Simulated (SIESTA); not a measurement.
Te2Mo2WSe2S2: single point with PBEsol

The system is Te2Mo2WSe2S2, a slab with vacuum.

```
W Te Mo Se S
1.0
     3.33984    0.00000    0.00000
    -1.66992    2.89239    0.00000
     0.00000    0.00000   30.49446
W Te Mo Se S
1 2 2 2 2
Direct
  0.00000 0.00000 0.57841
  0.00000 0.00000 0.28601
  0.00000 0.00000 0.40921
  0.33333 0.66667 0.34760
  0.00000 0.00000 0.11491
  0.33333 0.66667 0.16898
  0.33333 0.66667 0.06091
  0.33333 0.66667 0.62793
  0.33333 0.66667 0.52887
```

- Program: SIESTA 5.4.2
- Task: single point
- Functional: PBEsol
- Potentials or basis: PseudoDojo 0.4 standard (PBEsol files)
- Basis: DZP (energy shift 0.003 Ry; two zetas on semicore shells)
- Grid cutoff: 800 Ry
- Energy shift: 0.003 Ry
- k mesh: 9 × 9 × 1
- Occupations: fermi-dirac, width 0.05 eV
- Spin: no spin polarisation

```json
{"Largest force": "0.644 eV/Å", "Band gap on the k mesh": "0.13 eV, indirect (least direct gap 0.32 eV)"}
```

Forces on the atoms (eV/Å):
```
W    0.000  0.000 -0.022
Te   0.000  0.000 -0.375
Te   0.000  0.000  0.420
Mo   0.000  0.000 -0.022
Mo   0.000  0.000  0.026
Se   0.000  0.000  0.644
Se   0.000  0.000 -0.609
S    0.000  0.000  0.211
S    0.000  0.000 -0.275
```

Stress tensor (GPa, compression positive):
```
-0.13  0.00  0.00
 0.00 -0.14  0.00
 0.00  0.00  1.77
```

Levels at points of the mesh, in eV from the valence-band top:
```csv
k point,band 55,band 56,band 57,band 58,band 59,band 60,band 61,band 62,band 63,band 64
"(0.00, 0.00, 0.00)",-1.29,-0.74,-0.73,-0.73,-0.42,1.65,1.65,1.94,1.94,2.04
```

Wall time 5.5 min on 1 thread of Arm Neoverse V1, on a shared host, peak memory 0.84 GiB.

Caveat: short orbitals over semicore shells can move pressures by several GPa; spin-orbit coupling is left out, which moves the levels of the heavy elements; the basis of atomic orbitals isn't converged, which shifts pressures, moduli and gaps. Expect the measured gap to be larger: semilocal functionals such as PBEsol lack the derivative discontinuity.
